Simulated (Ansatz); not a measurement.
# NTi: the cost of one run

Method: def2-QZVPP, core rule «outside noble gas», up to 10 orbitals frozen; program: Ansatz 0.2.0, Gaussian basis.

The runs, in order: UHF; ROHF; CCSD(T) on UHF.

2 further runs of the same task are left out: 2 set aside as unsound or not needed.

**1. What is computed**

The geometry is a PBE0/def2-TZVP stationary point (not a proven minimum) of the parent state, kept for this charge and spin.

2 atoms, charge 1, spin multiplicity 5.

Atoms are counted from 1 here; the program's logs count them from 0.

Bond lengths: Ti1–N2 1.607 Å.

**2. UHF**

in.yaml

```yaml
crystal:
  periodic: [false, false, false]
  atoms:
    - {symbol: Ti, position_ang: [0.000000, 0.000000, 0.000000]}
    - {symbol: N, position_ang: [0.000000, 0.000000, 1.607000]}
basis:
  gaussian: {orbitals: "def2-QZVPP.json"}
total_charge: 1
magnetization: {spin_polarized: true, initial_magnetization: 4}
hamiltonian: {xc: hf}
output: {orbitals: {seedname: orbitals}}
```

Run with:

```sh
$ ansatz run in.yaml --threads 1 --pin off --events-out ev --progress --plain --max-ram 4096MiB --backend cpu
```

**Question.** How long does this run take on 1 thread of AMD EPYC 7R13, shared host, and how much memory does it need?

About 48 s, with a peak of 0.37 GiB.
